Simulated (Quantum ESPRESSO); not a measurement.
## AlIn in Quantum ESPRESSO: the effect of functional

The system is AlIn.

```
Al In
1.0
     3.05413    0.00000    0.00000
    -1.52707    2.64496    0.00000
     0.00000    0.00000    5.82802
Al In
1 1
Cartesian
  0.0000 0.0000 0.0000
  0.0000 0.0000 2.9140
```

The cell was built by a generator and needn't be a form met in nature.

Alike in all runs:

| Item | Value |
| --- | --- |
| Program | Quantum ESPRESSO 7.5 |
| Task | phonons |
| Cutoff | 612 eV |
| Density cutoff | 4898 eV |
| k mesh | 7 × 7 × 4 |
| Occupations | cold, width 0.2 eV |
| Spin | no spin polarisation |

Each run relaxes the cell or the atoms first.

| functional | potentials or basis | relaxed volume (Å³/atom) | highest phonon frequency (cm⁻¹) |
| --- | --- | --- | --- |
| LDA | GBRV 1.5 LDA | 21.59 | 196 |
| PBE | GBRV 1.5 PBE | 23.16 | 183 |
| PBEsol | GBRV 1.5 PBEsol | 22.17 | 193 |
| WC | GBRV 1.5 PBE | 22.30 | 191 |
| BLYP | GBRV 1.5 PBE | ? | ? |
| AM05 | GBRV 1.5 PBE | 22.06 | 196 |
| vdW-DF-cx | GBRV 1.5 PBE | 22.44 | 194 |

Q: What does the run with functional BLYP give?

A: Relaxed volume 26.09 Å³/atom; highest phonon frequency 149 cm⁻¹.

Caveats: the mesh is thin for the phonons of a metal; the potentials were made for another functional, which shifts forces and pressure (some runs); some modes are imaginary (some runs).
